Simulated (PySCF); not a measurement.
# C2H6BNO (SMILES CC#[N+][BH2-]O): levels of theory compared

We compute a comparison of 6 runs (B3LYP/6-31G*, M06-2X/cc-pVDZ, PBE/cc-pVDZ, PBE0/def2-SVP, B2PLYP/def2-TZVP, B3LYP/def2-TZVP) of C2H6BNO. The job is set up through a Python script.

The results are computed with PySCF 2.14.0.

**1. Starting point**

The species is C2H6BNO (11 atoms), meant as a singlet with charge 0. As SMILES, `CC#[N+][BH2-]O`. The coordinates come from a GFN2-xTB relaxation. This is one conformer, not always the lowest.

Bond lengths: C1–C2 1.430 Å, C2–N3 1.147 Å, N3–B4 1.593 Å, B4–O5 1.427 Å, C1–H6 1.090 Å, C1–H7 1.090 Å, C1–H8 1.090 Å, B4–H9 1.189 Å, B4–H10 1.195 Å, O5–H11 0.956 Å. Some angles: C1–C2–N3 179.3°, C2–N3–B4 157.8°, N3–B4–O5 103.9°, C2–C1–H6 109.6°, C2–C1–H7 110.2°, C2–C1–H8 109.0°, N3–B4–H9 101.3°, N3–B4–H10 103.6°, O5–B4–H9 112.1°, O5–B4–H10 117.6°.

**2. Energy and forces at B3LYP/6-31G(d) (Cartesian functions) (run 1)**

Input file input.py:

```python
from pyscf import gto, dft

mol = gto.M(
    atom='''
C     -2.494212    -2.990284     1.530300
C     -0.519051    -1.249676     0.922356
N      1.071494     0.148816     0.458485
B      2.379505     2.593309    -0.715469
O      0.703394     3.339675    -2.692236
H     -3.355700    -2.460764     3.324576
H     -1.738076    -4.901024     1.670669
H     -3.923034    -2.928376     0.047640
H      2.310795     4.008374     1.028937
H      4.434053     1.866294    -1.304572
H      1.130850     2.573656    -4.270724
''',
    basis='6-31g*',
    cart=True,
    max_memory=1860,
    unit='bohr',
    verbose=3,
    charge=0,
)

mf = dft.RKS(mol)
mf.xc = 'b3lyp'
mf.conv_tol = 1e-10
mf.grids.level = 5
mf.kernel()
if not mf.converged:
    mf = mf.newton().run(mf.mo_coeff, mf.mo_occ)

e_final = mf.e_tot
print('E = %.10f Eh' % e_final)
grad = mf.nuc_grad_method().kernel()
mf.analyze()
```

Command:

```bash
OMP_NUM_THREADS=1 python input.py
```

Standard output:

```text
converged SCF energy = -234.652736155866
[... 16 lines left out ...]
MO #7   energy= -0.940558886945293 occ= 2
[... 7 lines left out ...]
MO #15  energy= -0.397071483926715 occ= 2
[... 7 lines left out ...]
MO #23  energy= 0.120467447000125  occ= 0
[... 7 lines left out ...]
MO #31  energy= 0.312140138277773  occ= 0
[... 7 lines left out ...]
MO #39  energy= 0.627504684963998  occ= 0
[... 7 lines left out ...]
MO #47  energy= 0.893602357861202  occ= 0
[... 7 lines left out ...]
MO #55  energy= 1.30467732530248   occ= 0
[... 7 lines left out ...]
MO #63  energy= 1.59376590261467   occ= 0
[... 7 lines left out ...]
MO #71  energy= 2.05253074878142   occ= 0
[... 7 lines left out ...]
MO #79  energy= 2.80612419957876   occ= 0
[... 7 lines left out ...]
MO #87  energy= 4.60099016471904   occ= 0
[... 12 lines left out ...]
Dipole moment(X, Y, Z, Debye): -3.63397, -6.03130,  1.33601
```

Run time: 37 s. Hardware: 1 thread of Intel Xeon at 2.70GHz, shared host; peak memory 0.89 GiB.

**3. Energy and gradient at M06-2X/cc-pVDZ (run 2)**

Input file input.xyz:

```xyz
11
C2H6BNO
C     -1.319880    -1.582390     0.809800
C     -0.274670    -0.661300     0.488090
N      0.567010     0.078750     0.242620
B      1.259180     1.372320    -0.378610
O      0.372220     1.767280    -1.424670
H     -1.775760    -1.302180     1.759290
H     -0.919750    -2.593510     0.884080
H     -2.075980    -1.549630     0.025210
H      1.222820     2.121140     0.544490
H      2.346400     0.987600    -0.690350
H      0.598420     1.361920    -2.259970
```

Input file calc.py:

```python
from pyscf import gto, dft

system = gto.M(
    atom='input.xyz',
    verbose=4,
    basis='cc-pvdz',
    max_memory=1860,
)

myscf = dft.RKS(system, xc='m06-2x')
myscf.conv_tol = 1e-10
myscf.grids.level = 5
myscf.kernel()
if not myscf.converged:
    myscf = myscf.newton().run(myscf.mo_coeff, myscf.mo_occ)

etot = myscf.e_tot
print('E(%s) = %.9f' % ('M06-2X', etot))
grad = myscf.nuc_grad_method().kernel()
myscf.analyze()
```

Command:

```bash
OMP_NUM_THREADS=1 python calc.py
```

Standard output:

```text
PySCF version 2.14.0

[... 102 lines left out ...]
DFT Exchange-Correlation Energy =      -32.594816869069497
[... 11 lines left out ...]
MO #10  energy= -0.606072795507592 occ= 2
[... 9 lines left out ...]
MO #20  energy= 0.0251480553877008 occ= 0
[... 9 lines left out ...]
MO #30  energy= 0.284000089414744  occ= 0
[... 9 lines left out ...]
MO #40  energy= 0.621552520115636  occ= 0
[... 9 lines left out ...]
MO #50  energy= 0.923480627500971  occ= 0
[... 9 lines left out ...]
MO #60  energy= 1.28554523761941   occ= 0
[... 9 lines left out ...]
MO #70  energy= 1.58507038022748   occ= 0
[... 9 lines left out ...]
MO #80  energy= 1.97394226704617   occ= 0
[... 9 lines left out ...]
MO #90  energy= 2.41299172420461   occ= 0
[... 9 lines left out ...]
MO #100 energy= 3.76104918857379   occ= 0
[... 75 lines left out ...]
pop of  5 H 2py           0.00009
pop of  5 H 2pz           0.00108
pop of  6 H 1s            0.83159
pop of  6 H 2s            0.01085
pop of  6 H 2px           0.00016
pop of  6 H 2py           0.00134
pop of  6 H 2pz           0.00003
pop of  7 H 1s            0.82699
pop of  7 H 2s            0.01121
pop of  7 H 2px           0.00083
pop of  7 H 2py           0.00003
pop of  7 H 2pz           0.00068
pop of  8 H 1s            1.02911
pop of  8 H 2s            0.00382
pop of  8 H 2px           0.00012
pop of  8 H 2py           0.00105
pop of  8 H 2pz           0.00088
pop of  9 H 1s            1.05003
pop of  9 H 2s            0.00336
pop of  9 H 2px           0.00150
pop of  9 H 2py           0.00017
pop of  9 H 2pz           0.00031
pop of  10 H 1s           0.68047
pop of  10 H 2s           0.01149
pop of  10 H 2px          0.00171
pop of  10 H 2py          0.00215
pop of  10 H 2pz          0.00158
 ** Mulliken atomic charges  **
charge of    0C =     -0.31660
charge of    1C =      0.20026
charge of    2N =      0.03826
charge of    3B =     -0.03291
charge of    4O =     -0.57552
charge of    5H =      0.15794
charge of    6H =      0.15603
charge of    7H =      0.16026
charge of    8H =     -0.03498
charge of    9H =     -0.05536
charge of   10H =      0.30260
Dipole moment(X, Y, Z, Debye): -3.78591, -6.17283,  1.44441
```

Wall time 67 s (1 thread of Intel Xeon at 2.70GHz, shared host); peak memory 1 GiB.

**4. Energy and gradient at PBE/cc-pVDZ (run 3)**

Input file input.py:

```python
# CC#[N+][BH2-]O
from pyscf import gto, dft

mol = gto.Mole()
mol.atom = '''
C     -1.319880    -1.582390     0.809800
C     -0.274670    -0.661300     0.488090
N      0.567010     0.078750     0.242620
B      1.259180     1.372320    -0.378610
O      0.372220     1.767280    -1.424670
H     -1.775760    -1.302180     1.759290
H     -0.919750    -2.593510     0.884080
H     -2.075980    -1.549630     0.025210
H      1.222820     2.121140     0.544490
H      2.346400     0.987600    -0.690350
H      0.598420     1.361920    -2.259970
'''
mol.max_memory = 1860
mol.verbose = 3
mol.basis = 'cc-pvdz'
mol.charge = 0
mol.build()

mf = dft.RKS(mol)
mf.xc = 'pbe'
mf.conv_tol = 1e-10
mf.grids.level = 5
mf.kernel()
if not mf.converged:
    mf = mf.newton().run(mf.mo_coeff, mf.mo_occ)

e_tot = mf.e_tot
print('E(%s) = %.9f' % ('PBE', e_tot))
grad = mf.nuc_grad_method().kernel()
dip = mf.dip_moment()
pop, q = mf.mulliken_pop()
```

Command:

```bash
OMP_NUM_THREADS=1 python input.py
```

Standard output:

```text
converged SCF energy = -234.363481021728
[... 9 lines left out ...]
Dipole moment(X, Y, Z, Debye): -3.59937, -5.65234,  1.18825
[... 73 lines left out ...]
pop of  5 H 2px           0.00819
pop of  5 H 2py           0.00666
pop of  5 H 2pz           0.01575
pop of  6 H 1s            0.73046
pop of  6 H 2s            0.14150
pop of  6 H 2px           0.00707
pop of  6 H 2py           0.01672
pop of  6 H 2pz           0.00680
pop of  7 H 1s            0.72797
pop of  7 H 2s            0.13953
pop of  7 H 2px           0.01198
pop of  7 H 2py           0.00608
pop of  7 H 2pz           0.01256
pop of  8 H 1s            0.74918
pop of  8 H 2s            0.34024
pop of  8 H 2px           0.00197
pop of  8 H 2py           0.00425
pop of  8 H 2pz           0.00561
pop of  9 H 1s            0.75129
pop of  9 H 2s            0.37677
pop of  9 H 2px           0.00775
pop of  9 H 2py           0.00206
pop of  9 H 2pz           0.00219
pop of  10 H 1s           0.71471
pop of  10 H 2s           0.09184
pop of  10 H 2px          0.02257
pop of  10 H 2py          0.02624
pop of  10 H 2pz          0.03557
 ** Mulliken atomic charges  **
charge of    0C =      0.03625
charge of    1C =     -0.02494
charge of    2N =      0.07467
charge of    3B =     -0.10121
charge of    4O =     -0.15287
charge of    5H =      0.10101
charge of    6H =      0.09745
charge of    7H =      0.10188
charge of    8H =     -0.10123
charge of    9H =     -0.14007
charge of   10H =      0.10906
```

It took 54 s on 1 thread of Intel Xeon at 2.70GHz, shared host; peak memory 1 GiB.

Runs 4 to 5 aren't shown in full; the table further down has their settings and results.

**5. Energy and gradient at B3LYP/def2-TZVP (run 6)**

Input file job.py:

```python
from pyscf import gto, dft

mol = gto.M(
    atom='''
C     -1.319880    -1.582390     0.809800
C     -0.274670    -0.661300     0.488090
N      0.567010     0.078750     0.242620
B      1.259180     1.372320    -0.378610
O      0.372220     1.767280    -1.424670
H     -1.775760    -1.302180     1.759290
H     -0.919750    -2.593510     0.884080
H     -2.075980    -1.549630     0.025210
H      1.222820     2.121140     0.544490
H      2.346400     0.987600    -0.690350
H      0.598420     1.361920    -2.259970
''',
    basis='def2-tzvp',
    charge=0,
    verbose=4,
    spin=0,
    max_memory=1860,
)

mf = dft.RKS(mol, xc='b3lyp')
mf.grids.level = 5
mf.conv_tol = 1e-10
mf.kernel()
if not mf.converged:
    mf = mf.newton().run(mf.mo_coeff, mf.mo_occ)

e_final = mf.e_tot
print(f'total energy: {e_final:.8f} hartree')
grad = mf.nuc_grad_method().kernel()
dip = mf.dip_moment()
pop, q = mf.mulliken_pop()
```

Command:

```bash
OMP_NUM_THREADS=1 python job.py
```

Standard output:

```text
PySCF version 2.14.0

[... 83 lines left out ...]
converged SCF energy = -234.760523904578
total energy: -234.76052390 hartree
[... 12 lines left out ...]
Dipole moment(X, Y, Z, Debye): -3.64598, -6.13846,  1.49823
[... 164 lines left out ...]
pop of  6 H 3s            0.07193
pop of  6 H 2px           0.00511
pop of  6 H 2py           0.01242
pop of  6 H 2pz           0.00440
pop of  7 H 1s            0.27203
pop of  7 H 2s            0.46481
pop of  7 H 3s            0.07117
pop of  7 H 2px           0.00899
pop of  7 H 2py           0.00421
pop of  7 H 2pz           0.00885
pop of  8 H 1s            0.27470
pop of  8 H 2s            0.51317
pop of  8 H 3s            0.27680
pop of  8 H 2px           0.00189
pop of  8 H 2py           0.00333
pop of  8 H 2pz           0.00363
pop of  9 H 1s            0.27436
pop of  9 H 2s            0.52015
pop of  9 H 3s            0.27800
pop of  9 H 2px           0.00462
pop of  9 H 2py           0.00175
pop of  9 H 2pz           0.00181
pop of  10 H 1s           0.26686
pop of  10 H 2s           0.34203
pop of  10 H 3s           0.05443
pop of  10 H 2px          0.01470
pop of  10 H 2py          0.01666
pop of  10 H 2pz          0.01849
 ** Mulliken atomic charges  **
charge of    0C =     -0.26984
charge of    1C =     -0.02321
charge of    2N =      0.11688
charge of    3B =      0.06898
charge of    4O =     -0.53140
charge of    5H =      0.16906
charge of    6H =      0.16695
charge of    7H =      0.16994
charge of    8H =     -0.07351
charge of    9H =     -0.08069
charge of   10H =      0.28683
```

Run time: 2.5 min. Hardware: 1 thread of Intel Xeon at 2.70GHz, shared host; peak memory 2.9 GiB.

**6. Overview of the runs**

```csv
run,level,Cartesian functions,task,energy (Eh),dipole moment (D),HOMO energy (eV),LUMO energy (eV),wall time
1,B3LYP/6-31G* (Cartesian functions),yes,gradient,-234.652736,7.17,-6.62,-0.50,37 s
2,M06-2X/cc-pVDZ,no,gradient,-234.567880,7.38,-8.30,0.68,67 s
3,PBE/cc-pVDZ,no,gradient,-234.363481,6.81,-5.40,-1.35,54 s
4,PBE0/def2-SVP,no,gradient,-234.199140,7.30,-6.99,-0.47,61 s
5,B2PLYP/def2-TZVP,no,energy,-234.556646,7.65,-8.47,0.89,1.9 min
6,B3LYP/def2-TZVP,no,gradient,-234.760524,7.30,-7.01,-0.85,2.5 min
```

**7. Outcome**

```
                       quantity          value
            run 6: total energy  -234.76052 Eh
           run 6: dipole moment         7.30 D
             run 6: HOMO energy       -7.01 eV
             run 6: LUMO energy       -0.85 eV
           run 6: HOMO–LUMO gap        6.16 eV
run 6: largest force on an atom     1.396 eV/Å
```

In words: The dipole moment (its size) runs from 6.81 D (PBE/cc-pVDZ) to 7.65 D (B2PLYP/def2-TZVP). The two ends differ in method and basis. A double hybrid's value is that of its SCF part. The HOMO–LUMO gap runs from 4.05 eV (PBE/cc-pVDZ) to 9.37 eV (B2PLYP/def2-TZVP). Totals of different functionals can't be ranked against each other. All runs together took 8.1 min, the longest 2.5 min.
